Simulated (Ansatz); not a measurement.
# C4H8S2 (1,3-dithiane) at MP2/6-31G(d) (spherical functions)

What is the electronic atomisation energy of C4H8S2 (1,3-dithiane) at MP2/6-31G* (spherical functions)? 

The calculation is run with Ansatz 0.2.0.

16 further runs of the same task are left out: 16 set aside as unsound or not needed.

## Step 1: Starting point

C4H8S2: 14 atoms, total charge 0, spin state singlet. SMILES: `C1CSCSC1`. The coordinates come from a PBE0-D4/def2-TZVP relaxation. This is one conformer, not always the lowest.

Bond lengths: C1–C2 1.519 Å, C2–S3 1.805 Å, S3–C4 1.798 Å, C4–S5 1.798 Å, C1–C6 1.519 Å, S5–C6 1.805 Å, C1–H7 1.093 Å, C1–H8 1.097 Å, C2–H9 1.096 Å, C2–H10 1.092 Å, C4–H11 1.094 Å, C4–H12 1.091 Å, C6–H13 1.092 Å, C6–H14 1.096 Å. Some angles: C1–C2–S3 114.2°, C2–C1–C6 113.4°, C2–S3–C4 98.6°, S3–C4–S5 115.1°, C4–S5–C6 98.6°, C1–C6–S5 114.2°, C1–C2–H9 110.5°, C1–C2–H10 110.6°, S3–C2–H9 109.0°, S3–C2–H10 104.9°.

## Step 2: A single-point energy at MP2/6-31G(d) (spherical functions)

Input file run.yaml:

```yaml
crystal:
  periodic: [false, false, false]
  atoms:
    - symbol: C
      position_ang: [1.256860, 0.040180, -0.196830]
    - symbol: C
      position_ang: [0.416360, 1.305280, -0.170760]
    - symbol: S
      position_ang: [-1.126430, 1.188800, -1.099580]
    - symbol: C
      position_ang: [-1.858430, -0.204000, -0.228720]
    - symbol: S
      position_ang: [-0.906090, -1.728350, -0.288060]
    - symbol: C
      position_ang: [0.600660, -1.134640, 0.508000]
    - symbol: H
      position_ang: [1.481600, -0.230780, -1.231840]
    - symbol: H
      position_ang: [2.209460, 0.251520, 0.304210]
    - symbol: H
      position_ang: [0.189930, 1.594840, 0.861300]
    - symbol: H
      position_ang: [0.957770, 2.135640, -0.628470]
    - symbol: H
      position_ang: [-2.054570, 0.070550, 0.811470]
    - symbol: H
      position_ang: [-2.814020, -0.410640, -0.712050]
    - symbol: H
      position_ang: [1.269940, -1.997210, 0.521250]
    - symbol: H
      position_ang: [0.376950, -0.881190, 1.550100]
basis:
  gaussian: {orbitals: 6-31G_st_-spherical.json}
correlation: {method: mp2, frozen_orbitals: {C: 1, H: 0, S: 5}}
accuracy: high
```

The basis set 6-31G* is read from a file made from the Basis Set Exchange's data (not shown).

Command:

```
$ ansatz run run.yaml --threads 4 --pin off --max-ram 12180MiB --events-out events.jsonl --progress --plain --runs-dir runs
```

What it wrote:

```text
Warning: RAYON_NUM_THREADS=4 ignored (pool sized by the plan → 4); use --threads N
Functional definition: HF
  name "HF"
  exchange = exact_x
  correlation = 0
2722 factors; integrals over basis functions are off by at most 3.7e-9 eV
mean field evaluation 1: about -25879.7529 eV, gradient 2.5e1 eV
mean field evaluation 2: about -25879.7573 eV, gradient 2.5e1 eV
mean field evaluation 4: about -25881.9573 eV, gradient 3.0e0 eV
mean field evaluation 8: about -25881.9853 eV, gradient 1.3e-4 eV
mean field -25881.98528868 eV, -951.1454159194 hartree, gradient 6.6e-8 eV, S^2 0.000000; 0 other end points of the search recorded, 0 dependent functions left out
14 core orbitals not correlated: weight in the atoms' cores, before any rotation towards them, 1.000 or more for the frozen orbitals, at most 0.000 for the correlated occupied ones
reference -25881.98528868 eV, -951.1454159194 hartree; 18, 18 occupied and 76, 76 virtual orbitals, 2722 factors
second order -20.71491274 eV of doubles, -0.00000000 eV of singles
Total energy: -25902.70020142 eV, -951.9066749215 hartree
```

Run time: 5.1 s. Hardware: 4 threads of Intel Xeon Platinum 8259CL at 2.50GHz (Skylake/Cascade Lake), shared host; peak memory 0.48 GiB.

## Step 3: The C atom at the same level

Input file in.yaml:

```yaml
crystal:
  periodic: [false, false, false]
  atoms:
    - {symbol: C, position_ang: [0.000000, 0.000000, 0.000000]}
basis:
  gaussian:
    orbitals: 6-31G_st_-spherical.json
magnetization:
  spin_polarized: true
  initial_magnetization: 2
correlation:
  method: mp2
  frozen_orbitals: {C: 1}
accuracy: high
```

The basis set 6-31G* is read from a file made from the Basis Set Exchange's data (not shown).

Run the same way, it converges to -37.73144 Eh (log not shown).

## Step 4: The H atom: a single-point energy at UHF/6-31G(d) (spherical functions)

Input file input.yaml:

```yaml
crystal:
  periodic: [false, false, false]
  atoms:
    - {symbol: H, position_ang: [0.000000, 0.000000, 0.000000]}
basis:
  gaussian:
    orbitals: "6-31G*"
hamiltonian:
  xc: hf
total_charge: 0
magnetization:
  spin_polarized: true
  initial_magnetization: 1
accuracy: high
```

Run the same way, it converges to -0.49823 Eh (log not shown).

## Step 5: The S atom

Input file job.yaml:

```yaml
basis:
  gaussian: {orbitals: 6-31G_st_-spherical.json}
crystal:
  periodic: [false, false, false]
  atoms:
    - {symbol: S, position_ang: [0.000000, 0.000000, 0.000000]}
magnetization: {spin_polarized: true, initial_magnetization: 2}
correlation: {method: mp2, frozen_orbitals: {S: 5}}
accuracy: high
```

The basis set 6-31G* is read from a file made from the Basis Set Exchange's data (not shown).

Run the same way, it converges to -397.55092 Eh (log not shown).

## Step 6: Results

At MP2/6-31G* (spherical functions), 14 core orbitals frozen:

```
                                              quantity          value
                                molecule: total energy  -951.90667 Eh
molecule: correlation energy (14 core orbitals frozen)     -761.3 mEh
                                  C atom: total energy   -37.73144 Eh
    C atom: correlation energy (1 core orbital frozen)      -50.9 mEh
             C atom: ⟨S²⟩ of the reference determinant          2.005
                                  H atom: total energy    -0.49823 Eh
                                          H atom: ⟨S²⟩          0.750
                                  S atom: total energy  -397.55092 Eh
   S atom: correlation energy (5 core orbitals frozen)      -76.3 mEh
             S atom: ⟨S²⟩ of the reference determinant          2.006
                         electronic atomisation energy      51.517 eV
```

Taking the molecule apart into free atoms costs 51.52 eV (1188 kcal/mol), before zero-point energy and without spin-orbit coupling.
